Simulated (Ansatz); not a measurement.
# GeH7O2P: the cost of one run

Program: Ansatz 0.2.0. Level of theory: RKS r2SCANh-D4/def2-SVP. These are calculated values, not measurements.

### Step 1. The structure to begin with

Bond lengths: Ge1–O2 2.120 Å, O2–H3 1.010 Å, Ge1–H4 1.550 Å, Ge1–H5 1.549 Å, Ge1–O6 1.769 Å, O6–H7 1.010 Å, Ge1–P8 2.570 Å, P8–H9 1.420 Å, P8–H10 1.420 Å, P8–H11 1.645 Å. Angles (14 of 18 angles, heavy atoms first): O2–Ge1–O6 109.5°, O2–Ge1–P8 71.6°, O6–Ge1–P8 64.4°, Ge1–O2–H3 109.5°, O2–Ge1–H4 109.5°, O2–Ge1–H5 109.5°, H4–Ge1–O6 109.5°, H4–Ge1–P8 75.8°, H5–Ge1–O6 109.5°, H5–Ge1–P8 173.4°, Ge1–O6–H7 109.5°, Ge1–P8–H9 109.5°, Ge1–P8–H10 109.5°, Ge1–P8–H11 62.4°.

As a file:

```xyz
11

Ge    0.0000    0.0000    0.0000
O     0.0000    0.0000    2.1200
H    -0.9095   -0.2814    2.4571
H     1.4616    0.0000   -0.5162
H    -0.7300    1.2648   -0.5162
O    -0.8337   -1.4443   -0.5894
H    -1.2883   -1.9100    0.1830
P     0.9563   -2.2436    0.8104
H     0.0638   -3.2922    0.4636
H     2.2156   -2.4720    0.1953
H     0.4929   -1.1565    1.9541
```

### Step 2. Pulling towards end A

Springs on the bonds that form and break draw the guess towards this end; the thresholds are loose.

input.yaml

```yaml
crystal:
  periodic: [false, false, false]
  atoms:
    - { symbol: Ge, position_ang: [0.0, 0.0, 0.0] }
    - { symbol: O, position_ang: [0.0, 0.0, 2.12] }
    - { symbol: H, position_ang: [-0.9095, -0.2814, 2.4571] }
    - { symbol: H, position_ang: [1.4616, 0.0, -0.5162] }
    - { symbol: H, position_ang: [-0.73, 1.2648, -0.5162] }
    - { symbol: O, position_ang: [-0.8337, -1.4443, -0.5894] }
    - { symbol: H, position_ang: [-1.2883, -1.91, 0.183] }
    - { symbol: P, position_ang: [0.9563, -2.2436, 0.8104] }
    - { symbol: H, position_ang: [0.0638, -3.2922, 0.4636] }
    - { symbol: H, position_ang: [2.2156, -2.472, 0.1953] }
    - { symbol: H, position_ang: [0.4929, -1.1565, 1.9541] }
basis:
  gaussian: { orbitals: def2-SVP }
hamiltonian:
  xc: r2scanh
  dispersion: d4
relax:
  f_tol: 0.15
  max_steps: 25
  restrain:
    - { distance: [0, 7], at: 3.47, k: 30.0 }
    - { distance: [10, 1], at: 2.21, k: 30.0 }
    - { distance: [0, 1], at: 1.77, k: 30.0 }
    - { distance: [10, 7], at: 1.42, k: 30.0 }
```

Launch:

```sh
> ansatz run input.yaml --threads 4 --pin off --max-ram 5120MiB --backend cpu --events-out ev --progress --plain --runs-dir out
```

**Question.** How long does this run take on 4 threads of Arm Neoverse V2, shared host, and how much memory does it need?

About 34 s, with a peak of 0.3 GiB.
